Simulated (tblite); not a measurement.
# H14Si22: the cost of one run

Programs: tblite 0.8.0 and PySCF 2.14.0, with routines of our own; each step states its level. All values are computed. Atoms count from 0.

1 further run of the same task is left out (for a known fault of the program).

## (1) The system as given

36 atoms, charge 0, multiplicity 1; geometry from: force field, distance geometry or constructed start.

## (2) Relaxing the molecule with GFN2-xTB

What the job is given:

```
{"job": {"kind": "relax", "xc": "GFN2-xTB", "basis": "xTB"}, "charge": 0, "multiplicity": 1}
Si     9.683400     1.115800    -0.226600
Si     7.739600     2.237800     0.218100
Si     5.812300     1.115300    -0.224000
Si     5.806400    -1.113200     0.218800
Si     7.741800    -2.236400    -0.221600
Si     9.675200    -1.118100     0.222400
Si    -5.807000     1.119300    -0.228300
Si    -7.739400     2.237900     0.226500
Si    -9.675800     1.115500    -0.225400
Si    -9.681300    -1.118400     0.226600
Si    -7.744900    -2.236400    -0.227100
Si    -5.809600    -1.119600     0.225000
Si     1.932300     1.118300    -0.220000
Si     0.002200     2.234600     0.222300
Si    -1.937900     1.122700    -0.224800
Si    -1.937600    -1.117000     0.231300
Si     0.000400    -2.233300    -0.224100
Si     1.934600    -1.121000     0.224000
Si     3.870800     2.237000     0.227500
Si     3.874200    -2.234300    -0.222300
Si    -3.873700     2.239000     0.226500
Si    -3.872300    -2.233700    -0.225200
H     10.904400     1.828000     0.065800
H      7.738600     3.642500    -0.060700
H      7.743300    -3.644200     0.060100
H     10.894900    -1.824300    -0.056700
H     -7.742100     3.649100    -0.059900
H    -10.901600     1.824000     0.060400
H    -10.900400    -1.823000    -0.061200
H     -7.741700    -3.646400     0.062600
H      0.003600     3.647400    -0.060300
H     -0.001900    -3.645500     0.059400
H      3.870400     3.646900    -0.061100
H      3.873500    -3.648100     0.062900
H     -3.870200     3.648600    -0.062500
H     -3.870900    -3.644600     0.056300
```

Started as:

```console
$ OMP_NUM_THREADS=2 python large_run.py task.json out
```

The driver reads the jobs from task.json and runs them one after another.

Q: Estimate the wall time and peak memory of this first job on 2 threads of Arm Neoverse V1, shared host.

About 9.3 s, with a peak of 0.17 GiB.
